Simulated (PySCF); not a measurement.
# C3H7B: the cost of one run

Computed with PySCF 2.14.0, with density-fitted response routines of our own, on a single molecule in the gas phase. Atoms are numbered from 0 throughout.

### 1 Starting geometry

11 atoms, charge 0, multiplicity 1; geometry from: PBE0-D3(BJ)/def2-SVP.

Bonds of the start (Å): B0–C1 1.55, C1–C2 1.49, C2–C3 1.33, B0–H4 1.21, B0–H5 1.21, C1–H6 1.10, C1–H7 1.12, C2–H8 1.10, C3–H9 1.10, C3–H10 1.09.

### 2 Core holes by ΔSCF: SCAN, X2C

What the job is given:

```
{"job": {"kind": "xps"}, "charge": 0, "multiplicity": 1}
B     -1.809845     0.255831     0.220423
C     -0.496921    -0.254050    -0.436649
C      0.758986    -0.230755     0.368621
C      1.927227     0.266259    -0.040925
H     -1.923578     0.304216     1.424987
H     -2.770564     0.512576    -0.469505
H     -0.347058     0.110559    -1.465713
H     -0.835573    -1.315441    -0.569893
H      0.684122    -0.637214     1.385565
H      2.049318     0.689230    -1.043560
H      2.803147     0.275025     0.612093
```

With the program's defaults for keys left out, this is: delta-SCF UKS SCAN, pcX-2 on the ionised atom, pcseg-1 elsewhere, spin-free X2C.

Run with:

```console
> OMP_NUM_THREADS=1 python probes_run.py task.json out
```

The driver reads the jobs from task.json and runs them one after another.

Q: Estimate the wall time and peak memory of this first job on 1 thread of Arm Neoverse V2, shared host.

About 15 s, with a peak of 0.41 GiB.
